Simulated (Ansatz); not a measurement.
A nudged elastic band was laid between two geometries of a periodic cell of 17 atoms, Si₁₆Ge (host Si, host structure diamond, interstitial Ge).

Computed with DFT PBE, scalar-relativistic, plane waves, PAW in Ansatz. Settings: PAW set soft_1, cutoff 300 eV, k mesh 2x2x2, gaussian smearing 0.02 eV, no spin polarisation.

```yaml
movable_images: 3
climbing_image: yes
spring: 5.0 eV/Å²
optimiser: quadratic models (default)
start_path: default
force_threshold: 0.05 eV/Å
iteration_limit: 50
end_points: relaxed
```

First end point:

```xyz
17
Lattice="0.0000 5.4300 5.4300 5.4300 0.0000 5.4300 5.4300 5.4300 0.0000" Properties=species:S:1:pos:R:3
Si -0.031 0.048 -0.048
Si 1.356 1.408 1.358
Si 2.718 2.704 -0.010
Si 4.026 4.072 1.358
Si 2.743 0.048 2.765
Si 4.071 1.357 4.073
Si 5.399 2.665 2.765
Si 6.786 4.072 4.124
Si -0.006 2.704 2.726
Si 1.356 4.072 4.022
Si 2.718 5.440 2.726
Si 4.071 6.787 4.073
Si 2.743 2.665 5.382
Si 4.115 4.072 6.788
Si 5.424 5.440 5.420
Si 6.786 6.736 6.788
Ge 6.786 9.502 6.788
```

Last end point:

```xyz
17
Lattice="0.0000 5.4300 5.4300 5.4300 0.0000 5.4300 5.4300 5.4300 0.0000" Properties=species:S:1:pos:R:3
Si 0.000 -0.004 0.001
Si 1.351 1.343 1.351
Si 2.715 2.711 0.057
Si 4.080 4.080 1.351
Si 2.715 0.029 2.716
Si 4.080 1.343 4.081
Si 5.373 2.711 2.716
Si 6.735 4.093 4.125
Si 0.057 2.711 2.716
Si 1.351 4.080 4.081
Si 2.715 5.393 2.716
Si 4.125 6.759 4.125
Si 2.715 2.711 5.375
Si 4.125 4.093 6.737
Si 5.430 5.426 5.431
Si 6.735 6.759 6.737
Ge 8.145 8.141 8.146
```

Problem. What changes between the two ends?

Solution. Contacts lost: Si1–Ge17. Contacts made: Si12–Ge17. The atom that moves furthest is Ge17, by 2.35 Å; four of its nearest neighbours are Si7 2.42, Si1 2.43, Si13 2.43, Si5 2.43 Å at the first end and Si12 2.43, Si8 2.43, Si14 2.43, Si16 2.43 Å at the last.

Problem. Give the energies along the band, and the barrier.

Solution. It converged. The highest image is number 2 of 0 to 4, 0.34 eV above the ends, which have the same energy within 2 meV. The order of the stationary point at the top wasn't checked. The plane-wave cutoff is below what these datasets need, so energies and pressures aren't converged. Limits of this set-up: coarse k mesh, a small cell, in which the defect meets its images.

```
image  path coordinate (Å)  energy (eV)  Si1–Ge17 (Å)  Si12–Ge17 (Å)
    0                 0.00         0.00          2.43           4.70
    1                 0.69         0.17          2.49           4.12
    2                 1.37         0.34          2.79           3.43
    3                 2.30         0.28          3.87           2.59
    4                 3.21         0.00          4.70           2.43
```

Problem. What is the geometry of the highest image?

Solution. 
```xyz
17
Lattice="0.0000 5.4300 5.4300 5.4300 0.0000 5.4300 5.4300 5.4300 0.0000" Properties=species:S:1:pos:R:3:forces:R:3
Si 0.285 -0.287 0.291 0.00 0.00 0.00
Si 1.442 1.401 1.445 0.00 0.00 0.00
Si 2.647 2.779 0.006 0.00 0.00 -0.01
Si 4.025 3.988 1.443 0.00 0.00 0.00
Si 2.841 0.158 2.857 0.00 0.00 0.00
Si 4.339 1.088 4.343 0.00 0.00 0.00
Si 5.263 2.590 2.858 0.00 0.00 0.00
Si 6.692 4.162 4.173 0.01 0.00 0.00
Si 0.000 2.785 2.642 0.00 0.00 0.00
Si 1.432 3.996 4.022 0.00 0.00 0.00
Si 2.640 5.429 2.640 0.00 0.00 0.00
Si 3.880 6.976 3.878 0.00 0.00 0.01
Si 2.846 2.586 5.247 0.00 0.00 0.00
Si 4.160 4.160 6.686 -0.01 0.00 0.01
Si 5.239 5.617 5.239 0.00 0.00 0.00
Si 6.694 6.700 6.687 0.00 0.01 0.00
Ge 7.329 8.956 7.325 0.01 -0.01 0.01
```

The band took 12 iterations and roughly 2.8 core-minutes.

The run took 2.8 min on 1 thread of Arm Neoverse V1, on a shared host, peak memory 0.56 GiB.
